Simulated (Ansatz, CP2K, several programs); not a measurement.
Energy against volume for MgGeSb₂ as one 4-atom ordering (P-4m2) on the zincblende lattice, at fixed shape and fractional coordinates, computed by several methods (PBE and r2SCAN, where shown, with plane waves in Ansatz); the cell shown is that of r2SCAN. With free coordinates or axes held, a curve is too stiff, and on another method's shape its minimum isn't the method's own volume. The symmetry is P-4m2 (No. 115, tetragonal); a = 4.402 Å, c = 6.495 Å in the conventional setting, 31.47 Å³ an atom. Around Mg lie 4 Sb at 2.78 Å; around Sb lie 2 Ge at 2.69 Å and 2 Mg at 2.78 Å; around Ge lie 4 Sb at 2.69 Å. Simulation only: spin-unpolarised, and no claim that this is the phase found in nature. Energies count from each curve's lowest point; fits are third-order Birch-Murnaghan.

```cif
data_structure
_symmetry_space_group_name_H-M 'P 1'
_symmetry_Int_Tables_number 1
_cell_length_a 4.4024
_cell_length_b 4.4024
_cell_length_c 6.4952
_cell_angle_alpha 90.000
_cell_angle_beta 90.000
_cell_angle_gamma 90.000
_cell_volume 125.88
loop_
_atom_site_label
_atom_site_type_symbol
_atom_site_fract_x
_atom_site_fract_y
_atom_site_fract_z
_atom_site_occupancy
Mg1 Mg 0.00000 0.00000 0.00000 1
Sb1 Sb 0.00000 0.50000 0.26075 1
Ge1 Ge 0.50000 0.50000 0.50000 1
Sb2 Sb 0.50000 0.00000 0.73925 1
```

PBE, on the shape of its own relaxed cell:
```
V (Å³/atom)  E (meV/atom)
     30.518         15.83
     31.492          3.74
     32.466          0.00
     33.440          3.33
     34.414         12.63
```
V₀ = 32.47 Å³ an atom and B₀ = 39 GPa.

r2SCAN, on the shape of its own relaxed cell:
```
V (Å³/atom)  E (meV/atom)
     29.583         17.52
     30.527          4.13
     31.471          0.00
     32.415          3.74
     33.359         14.18
```
V₀ = 31.47 Å³ an atom and B₀ = 44 GPa.

light PBE (260 eV and a coarse mesh), on the shape of the cell shown:
```tsv
V (Å³/atom)	E (meV/atom)
28.953	163.06
30.212	58.84
31.471	36.15
32.730	0.00
33.989	7.18
35.248	6.02
```
The points scatter about the fit by more than 0.3 meV an atom, since at so low a cutoff the number of plane waves jumps with the volume, so no fit is quoted.

Problem. PBE/SZV (CP2K), on the shape of the cell shown, gives

| V (Å³/atom) | E (meV/atom) |
| --- | --- |
| 27.695 | 102.18 |
| 29.583 | 29.47 |
| 31.471 | 0.00 |
| 33.359 | 2.90 |
| 35.248 | 26.53 |

What equilibrium volume and bulk modulus follow?

Solution. V₀ = 32.23 Å³ an atom and B₀ = 39 GPa.

Problem. PBE/DZVP (CP2K), on the shape of the cell shown, gives

| V (Å³/atom) | E (meV/atom) |
| --- | --- |
| 27.695 | 141.17 |
| 29.583 | 54.18 |
| 31.471 | 10.51 |
| 33.359 | 0.00 |
| 35.248 | 10.78 |

What equilibrium volume and bulk modulus follow?

Solution. V₀ = 33.26 Å³ an atom and B₀ = 34 GPa.
